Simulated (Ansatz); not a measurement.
**wB97M-V/def2-TZVPPD run of BCl (SMILES [B]Cl)**

What is the electronic atomisation energy of BCl at wB97M-V/def2-TZVPPD? 

The calculation is run with Ansatz 0.2.0.

40 further runs of the same task are left out: 40 set aside as unsound or not needed.

## (1) The molecule

BCl has 2 atoms, charge 0, and is taken as a singlet. As SMILES, `[B]Cl`. The shape is that of a PBE0-D4/def2-TZVP optimisation.

Bond lengths: B1–Cl2 1.718 Å.

## (2) The energy at wB97M-V/def2-TZVPPD

The input, run.yaml:

```yaml
crystal:
  periodic: [false, false, false]
  atoms:
    - {symbol: B, position_ang: [-0.000000, -0.000000, -0.069660]}
    - {symbol: Cl, position_ang: [0.000000, 0.000000, 1.648190]}
basis:
  gaussian: {orbitals: def2-TZVPPD.json}
hamiltonian: {xc: {name: wB97M-V}}
output: {orbitals: {seedname: orbitals}}
accuracy: high
```

The basis set def2-TZVPPD is read from a file made from the Basis Set Exchange's data (not shown).

The run is started by

```
$ ansatz run run.yaml --threads 1 --pin off --max-ram 3480MiB --events-out events.jsonl --progress --plain --runs-dir runs
```

Log:

```text
Warning: RAYON_NUM_THREADS=1 ignored (pool sized by the plan → 1); use --threads N
Functional definition: wB97M-V
  name "wB97M-V"
  parameter omega = 0.3/bohr
  parameter cx = 0.15
  parameter cx01 = 1.007
  parameter cx10 = 0.259
  parameter css00 = 0.443
  parameter css04 = -1.437
  parameter css10 = -4.535
  parameter css20 = -3.390
  parameter css43 = 4.278
  parameter cos00 = 1.000
  parameter cos10 = 1.358
  parameter cos20 = 2.924
  parameter cos21 = -8.812
  parameter cos60 = -1.390
  parameter cos61 = 9.142
  parameter b = 6.0
  parameter c = 0.01
  gx(w, u) = 1 - cx + cx01*u + cx10*w
  gss(w, u) = css00 + css04*u^4 + css10*w + css20*w^2 + css43*w^4*u^3
  gos(w, u) = cos00 + cos10*w + (cos20 + cos21*u)*w^2 + (cos60 + cos61*u)*w^6
  exchange = spin_sum(e_x_unif_sr(omega)*gx(b97_w, b97_u_x)) + cx*exact_x_sr(omega) + exact_x_lr(omega)
  correlation = spin_sum(e_c_pw_mod_same_spin*gss(b97_w, b97_u_same))
      + integral(e_c_pw_mod_opposite_spin*gos(b97_w_opposite, b97_u_opposite)) + vv10(b, c)
1174 factors; integrals over basis functions are off by at most 3.0e-9 eV
294 factors; integrals over basis functions are off by at most 2.0e-9 eV
mean field evaluation 1: about -13196.6102 eV, gradient 8.7e0 eV
mean field evaluation 2: about -13196.7654 eV, gradient 6.6e0 eV
mean field evaluation 4: about -13196.8539 eV, gradient 9.6e-1 eV
mean field evaluation 8: about -13196.8601 eV, gradient 1.9e-2 eV
mean field evaluation 16: about -13196.8601 eV, gradient 6.7e-6 eV
mean field -13196.86006349 eV, -484.9756621804 hartree, gradient 3.2e-8 eV, S^2 0.000000; 0 other end points of the search recorded, 0 dependent functions left out
reference -13196.86006807 eV, -484.9756623486 hartree; 11, 11 occupied and 77, 77 virtual orbitals, 1174 factors
Total energy: -13196.86006807 eV, -484.9756623486 hartree
```

Run time: 16 s. Hardware: 1 thread of Arm Neoverse V1, shared host; peak memory 0.28 GiB.

## (3) The B atom

The input, run.yaml:

```yaml
basis:
  gaussian: {orbitals: def2-TZVPPD.json}
crystal:
  periodic: [false, false, false]
  atoms:
    - symbol: B
      position_ang: [0.000000, 0.000000, 0.000000]
magnetization: {spin_polarized: true, initial_magnetization: 1}
hamiltonian: {xc: {name: wB97M-V}}
accuracy: high
```

The basis set def2-TZVPPD is read from a file made from the Basis Set Exchange's data (not shown).

Run the same way, it converges to -24.64968 Eh (log not shown).

## (4) The Cl atom at the same level

The input, in.yaml:

```yaml
crystal:
  periodic: [false, false, false]
  atoms:
    - {symbol: Cl, position_ang: [0.000000, 0.000000, 0.000000]}
basis:
  gaussian: {orbitals: def2-TZVPPD.json}
magnetization: {spin_polarized: true, initial_magnetization: 1}
hamiltonian: {xc: {name: wB97M-V}}
accuracy: high
```

The basis set def2-TZVPPD is read from a file made from the Basis Set Exchange's data (not shown).

The run is started by

```
$ ansatz run in.yaml --threads 1 --pin off --max-ram 3480MiB --events-out events.jsonl --progress --plain --runs-dir runs
```

Log (excerpt; [...] marks lines left out):

```text
Warning: RAYON_NUM_THREADS=1 ignored (pool sized by the plan → 1); use --threads N
[... 2 set-up lines as earlier in the session ...]
[...]
  gx(w, u) = 1 - cx + cx01*u + cx10*w
  gss(w, u) = css00 + css04*u^4 + css10*w + css20*w^2 + css43*w^4*u^3
  gos(w, u) = cos00 + cos10*w + (cos20 + cos21*u)*w^2 + (cos60 + cos61*u)*w^6
[...]
      + integral(e_c_pw_mod_opposite_spin*gos(b97_w_opposite, b97_u_opposite)) + vv10(b, c)
487 factors; integrals over basis functions are off by at most 2.9e-9 eV
154 factors; integrals over basis functions are off by at most 1.8e-9 eV
[...]
mean field -12520.66951567 eV, -460.1261178861 hartree, gradient 2.8e-8 eV, S^2 0.752213; 0 other end points of the search recorded, 0 dependent functions left out
reference -12520.66952009 eV, -460.1261180486 hartree; 9, 8 occupied and 42, 43 virtual orbitals, 487 factors
Total energy: -12520.66952009 eV, -460.1261180486 hartree
```

It took 11 s on 1 thread of Arm Neoverse V1, shared host; peak memory 0.24 GiB.

## (5) What came out

Level: wB97M-V/def2-TZVPPD.

```
                     quantity          value
       molecule: total energy  -484.97566 Eh
        molecule: HOMO energy       -9.70 eV
        molecule: LUMO energy        0.22 eV
      molecule: HOMO–LUMO gap        9.93 eV
         B atom: total energy   -24.64968 Eh
                 B atom: ⟨S²⟩          0.751
        Cl atom: total energy  -460.12612 Eh
                Cl atom: ⟨S²⟩          0.752
electronic atomisation energy       5.439 eV
```

What this shows: Taking the molecule apart into free atoms costs 5.44 eV (525 kJ/mol), before zero-point energy and without spin-orbit coupling.
